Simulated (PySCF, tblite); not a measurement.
# C5H8BNO: geometry, infrared bands and NMR shifts

Wanted: the infrared bands and NMR shifts of C5H8BNO (`C#C[B-](O)(C#C)[NH2+]C`), by calculation.

Computed with tblite 0.8.0 and PySCF 2.14.0, with density-fitted response routines of our own, on a single molecule in the gas phase. Atoms are numbered from 0 throughout.

## 1. Starting geometry

16 atoms, charge 0, multiplicity 1; geometry from: force field or distance geometry start.

Bonds of the start (Å): C0–C1 1.21, C1–B2 1.55, B2–O3 1.46, B2–C4 1.54, C4–C5 1.22, B2–N6 1.50, N6–C7 1.44, C0–H8 1.08, O3–H9 1.00, C5–H10 1.07, N6–H11 1.06, N6–H12 1.07, C7–H13 1.12, C7–H14 1.11, C7–H15 1.11.

## 2. Geometry optimisation with GFN2-xTB

Job settings and geometry (Å):

```
{"job": {"kind": "relax", "xc": "GFN2-xTB", "basis": "xTB"}, "charge": 0, "multiplicity": 1}
C     -1.478800    -2.268900    -0.572000
C     -1.049700    -1.268000    -0.047500
B     -0.490900     0.008600     0.638800
O     -0.831400    -0.054800     2.052800
C     -1.070000     1.281600    -0.016100
C     -1.533200     2.274500    -0.560700
N      0.999700     0.067900     0.481700
C      1.500200    -0.149100    -0.847200
H     -1.875500    -3.144700    -1.058800
H     -0.030300     0.199900     2.594300
H     -1.937200     3.153500    -1.028300
H      1.284600     1.045700     0.760200
H      1.503200    -0.546600     1.195400
H      2.410000     0.496200    -0.961400
H      0.781000     0.121800    -1.654000
H      1.810800    -1.208600    -0.988700
```

Run with:

```console
$ OMP_NUM_THREADS=1 python probes_run.py task.json out
```

This one command runs all jobs of the session in turn.

**Question.** This job is followed by: GFN2-xTB harmonic vibrations, gas phase; GIAO PBE0/pcSseg-1 NMR shielding, non-relativistic, gas phase. Predict these results of the whole session: strongest single infrared mode (GFN2-xTB); zero-point energy (GFN2-xTB); ¹³C shifts against TMS (PBE0/pcSseg-1, means over atoms taken as alike); ¹H shifts against TMS (PBE0/pcSseg-1, means over atoms taken as alike); ¹¹B shifts against BF3·OEt2 (PBE0/pcSseg-1); ¹⁷O shifts against H2O (PBE0/pcSseg-1); ¹⁵N shifts against NH3 (PBE0/pcSseg-1).

The runs gave:

| quantity | value |
| --- | --- |
| strongest single infrared mode (GFN2-xTB) | 1059 cm⁻¹, 263 km/mol |
| zero-point energy (GFN2-xTB) | 75.5 kcal/mol |
| ¹³C shifts against TMS (PBE0/pcSseg-1, means over atoms taken as alike) | 97.5, 90.5, 28.3 ppm |
| ¹H shifts against TMS (PBE0/pcSseg-1, means over atoms taken as alike) | 2.86, 2.02, 1.64, 1.46 ppm |
| ¹¹B shifts against BF3·OEt2 (PBE0/pcSseg-1) | -9.4 ppm |
| ¹⁷O shifts against H2O (PBE0/pcSseg-1) | 72.2 ppm |
| ¹⁵N shifts against NH3 (PBE0/pcSseg-1) | 77.8 ppm |

Over 115 steps the energy fell by 0.972 eV; of the close pairs, B2–N6 changed most, 1.500 to 1.790 Å. No mode is imaginary among the 42: a minimum at this level. The strongest single mode, at 1059 cm⁻¹, is spread over many atoms; the largest shares are those of B2, H12. Unscaled tight-binding wavenumbers are off by several per cent, some by more. Its intensities can rank the bands wrongly. H13, H14, H15 (mean) (hydrogen on a methyl carbon bonded to N) lies farthest downfield among hydrogen, at 2.86 ppm; its carbon carries N, hence the downfield position. At PBE0/pcSseg-1: The widest tensor belongs to C1, C4: span 310 ppm, with a paramagnetic part of -170 ppm.
